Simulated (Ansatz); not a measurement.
**Y: pressure against volume**

Aim: scale the cell of Y up and down at fixed shape and fractional positions, and get the equilibrium volume and bulk modulus with LAPW, PAW and all-electron datasets made for the crystal.

Computed with Ansatz 0.2.0 (DFT LDA, scalar-relativistic, unless a step's input says otherwise).

**1. The starting structure**

The structure is cubic, space group Fm-3m (No. 225). The conventional cell has a = 4.970 Å, b = 4.970 Å, c = 4.970 Å, α = 90.00°, β = 90.00°, γ = 90.00°. Around Y (site symmetry m-3m) lie 12 Y at 3.51 Å.

As a file:

```cif
data_structure
_symmetry_space_group_name_H-M 'Fm-3m'
_symmetry_Int_Tables_number 225
_cell_length_a 4.9700
_cell_length_b 4.9700
_cell_length_c 4.9700
_cell_angle_alpha 90.000
_cell_angle_beta 90.000
_cell_angle_gamma 90.000
_cell_volume 122.76
loop_
_atom_site_label
_atom_site_type_symbol
_atom_site_symmetry_multiplicity
_atom_site_Wyckoff_symbol
_atom_site_fract_x
_atom_site_fract_y
_atom_site_fract_z
_atom_site_occupancy
Y1 Y 4 a 0.00000 0.00000 0.00000 1
```

The file gives the conventional cell by its symmetry; the runs use the cell typed in the input.

**2. Volume × 0.94, LAPW**

The input, input.yaml:

```yaml
crystal:
  lattice:
    - [0.0, 2.4342714802, 2.4342714802]
    - [2.4342714802, 0.0, 2.4342714802]
    - [2.4342714802, 2.4342714802, 0.0]
  atoms:
    - { symbol: "Y", position: [0.0, 0.0, 0.0] }
kpoints:
  mp_grid: { grid: [13, 13, 13] }
  band_path:
    path:
      - [0.0, 0.0, 0.0]
      - [0.5, 0.0, 0.5]
      - [0.625, 0.25, 0.625]
      - [0.375, 0.375, 0.75]
      - [0.0, 0.0, 0.0]
      - [0.5, 0.5, 0.5]
      - [0.5, 0.25, 0.75]
      - [0.5, 0.0, 0.5]
    npoints: 5
scf:
  occupations: { method: fermi_dirac, width: 0.05 }
hamiltonian:
  xc: lda
  pseudopotentials: { kind: all_electron, lapw: { basis_error: 0.001 } }
output:
  forces: true
  stress: true
  eigenvalues: true
```

Command:

```console
$ ansatz run input.yaml --threads 1 --pin off --max-ram 3072MiB --backend cpu --events-out ev --progress --plain --runs-dir out
```

**3. Volume × 0.94, PAW**

The input, input.yaml:

```yaml
crystal:
  lattice:
    - [0.0, 2.4342714802, 2.4342714802]
    - [2.4342714802, 0.0, 2.4342714802]
    - [2.4342714802, 2.4342714802, 0.0]
  atoms:
    - { symbol: "Y", position: [0.0, 0.0, 0.0] }
kpoints:
  mp_grid: { grid: [13, 13, 13] }
scf:
  occupations: { method: fermi_dirac, width: 0.05 }
hamiltonian:
  xc: lda
  pseudopotentials: { kind: paw }
output:
  forces: true
  stress: true
  eigenvalues: true
  efg: { contact_densities: true }
```

**4. Volume × 0.94, crystal datasets**

Changes to input.yaml since step 3:

```diff
@@ -13,3 +13,3 @@
   xc: lda
-  pseudopotentials: { kind: paw }
+  pseudopotentials: { kind: all_electron, datasets: crystal }
 output:
```

**5. Volume × 0.98, LAPW**

The input, input.yaml:

```yaml
crystal:
  lattice:
    - [0.0, 2.4683216451, 2.4683216451]
    - [2.4683216451, 0.0, 2.4683216451]
    - [2.4683216451, 2.4683216451, 0.0]
  atoms:
    - { symbol: "Y", position: [0.0, 0.0, 0.0] }
kpoints:
  mp_grid: { grid: [13, 13, 13] }
  band_path:
    path:
      - [0.0, 0.0, 0.0]
      - [0.5, 0.0, 0.5]
      - [0.625, 0.25, 0.625]
      - [0.375, 0.375, 0.75]
      - [0.0, 0.0, 0.0]
      - [0.5, 0.5, 0.5]
      - [0.5, 0.25, 0.75]
      - [0.5, 0.0, 0.5]
    npoints: 5
scf:
  occupations: { method: fermi_dirac, width: 0.05 }
hamiltonian:
  xc: lda
  pseudopotentials: { kind: all_electron, lapw: { basis_error: 0.001 } }
output:
  forces: true
  stress: true
  eigenvalues: true
```

**6. Volume × 0.98, PAW**

The input, input.yaml:

```yaml
crystal:
  lattice:
    - [0.0, 2.4683216451, 2.4683216451]
    - [2.4683216451, 0.0, 2.4683216451]
    - [2.4683216451, 2.4683216451, 0.0]
  atoms:
    - { symbol: "Y", position: [0.0, 0.0, 0.0] }
kpoints:
  mp_grid: { grid: [13, 13, 13] }
scf:
  occupations: { method: fermi_dirac, width: 0.05 }
hamiltonian:
  xc: lda
  pseudopotentials: { kind: paw }
output:
  forces: true
  stress: true
  eigenvalues: true
  efg: { contact_densities: true }
```

**7. Volume × 0.98, crystal datasets**

Changes to input.yaml since step 6:

```diff
@@ -13,3 +13,3 @@
   xc: lda
-  pseudopotentials: { kind: paw }
+  pseudopotentials: { kind: all_electron, datasets: crystal }
 output:
```

**8. Volume × 1.01, LAPW**

The input, input.yaml:

```yaml
crystal:
  lattice:
    - [0.0, 2.4932558746, 2.4932558746]
    - [2.4932558746, 0.0, 2.4932558746]
    - [2.4932558746, 2.4932558746, 0.0]
  atoms:
    - { symbol: "Y", position: [0.0, 0.0, 0.0] }
kpoints:
  mp_grid: { grid: [13, 13, 13] }
  band_path:
    path:
      - [0.0, 0.0, 0.0]
      - [0.5, 0.0, 0.5]
      - [0.625, 0.25, 0.625]
      - [0.375, 0.375, 0.75]
      - [0.0, 0.0, 0.0]
      - [0.5, 0.5, 0.5]
      - [0.5, 0.25, 0.75]
      - [0.5, 0.0, 0.5]
    npoints: 5
scf:
  occupations: { method: fermi_dirac, width: 0.05 }
hamiltonian:
  xc: lda
  pseudopotentials: { kind: all_electron, lapw: { basis_error: 0.001 } }
output:
  forces: true
  stress: true
  eigenvalues: true
```

**9. Volume × 1.01, PAW**

The input, input.yaml:

```yaml
crystal:
  lattice:
    - [0.0, 2.4932558746, 2.4932558746]
    - [2.4932558746, 0.0, 2.4932558746]
    - [2.4932558746, 2.4932558746, 0.0]
  atoms:
    - { symbol: "Y", position: [0.0, 0.0, 0.0] }
kpoints:
  mp_grid: { grid: [13, 13, 13] }
scf:
  occupations: { method: fermi_dirac, width: 0.05 }
hamiltonian:
  xc: lda
  pseudopotentials: { kind: paw }
output:
  forces: true
  stress: true
  eigenvalues: true
  efg: { contact_densities: true }
```

**10. Volume × 1.01, crystal datasets**

Changes to input.yaml since step 9:

```diff
@@ -13,3 +13,3 @@
   xc: lda
-  pseudopotentials: { kind: paw }
+  pseudopotentials: { kind: all_electron, datasets: crystal }
 output:
```

**11. Volume × 1.04, LAPW**

The input, input.yaml:

```yaml
crystal:
  lattice:
    - [0.0, 2.5177011185, 2.5177011185]
    - [2.5177011185, 0.0, 2.5177011185]
    - [2.5177011185, 2.5177011185, 0.0]
  atoms:
    - { symbol: "Y", position: [0.0, 0.0, 0.0] }
kpoints:
  mp_grid: { grid: [13, 13, 13] }
  band_path:
    path:
      - [0.0, 0.0, 0.0]
      - [0.5, 0.0, 0.5]
      - [0.625, 0.25, 0.625]
      - [0.375, 0.375, 0.75]
      - [0.0, 0.0, 0.0]
      - [0.5, 0.5, 0.5]
      - [0.5, 0.25, 0.75]
      - [0.5, 0.0, 0.5]
    npoints: 5
scf:
  occupations: { method: fermi_dirac, width: 0.05 }
hamiltonian:
  xc: lda
  pseudopotentials: { kind: all_electron, lapw: { basis_error: 0.001 } }
output:
  forces: true
  stress: true
  eigenvalues: true
```

**12. Volume × 1.04, PAW**

The input, input.yaml:

```yaml
crystal:
  lattice:
    - [0.0, 2.5177011185, 2.5177011185]
    - [2.5177011185, 0.0, 2.5177011185]
    - [2.5177011185, 2.5177011185, 0.0]
  atoms:
    - { symbol: "Y", position: [0.0, 0.0, 0.0] }
kpoints:
  mp_grid: { grid: [13, 13, 13] }
scf:
  occupations: { method: fermi_dirac, width: 0.05 }
hamiltonian:
  xc: lda
  pseudopotentials: { kind: paw }
output:
  forces: true
  stress: true
  eigenvalues: true
  efg: { contact_densities: true }
  write_density: true
  write_potential: true
  elf: true
  volumetric_format: npy
```

**13. Volume × 1.04, crystal datasets**

Changes to input.yaml since step 12:

```diff
@@ -13,3 +13,3 @@
   xc: lda
-  pseudopotentials: { kind: paw }
+  pseudopotentials: { kind: all_electron, datasets: crystal }
 output:
@@ -19,5 +19 @@
   efg: { contact_densities: true }
-  write_density: true
-  write_potential: true
-  elf: true
-  volumetric_format: npy
```

(Steps that only read results are left out.)

**Question.** What will these runs give? Wanted: equilibrium volume; bulk modulus (for each run or level that gives them).

The runs gave:

| quantity | value |
| --- | --- |
| equilibrium volume (LAPW) | 29.464 Å³/atom |
| bulk modulus (LAPW) | 45 GPa |
| its pressure derivative (LAPW) | 3.2 |
| equilibrium volume (PAW) | 29.464 Å³/atom |
| bulk modulus (PAW) | 45 GPa |
| its pressure derivative (PAW) | 3.2 |
| equilibrium volume (crystal datasets) | 29.464 Å³/atom |
| bulk modulus (crystal datasets) | 45 GPa |
| its pressure derivative (crystal datasets) | 3.2 |

What this shows: By LAPW, the pressure vanishes at 29.46 Å³/atom (-4.0 % from the starting cell) and the bulk modulus there is 45 GPa (Birch-Murnaghan, third order). PAW's volume lies less than 0.01 % and its modulus less than 0.1 % from LAPW's. No thermal or zero-point expansion is included.
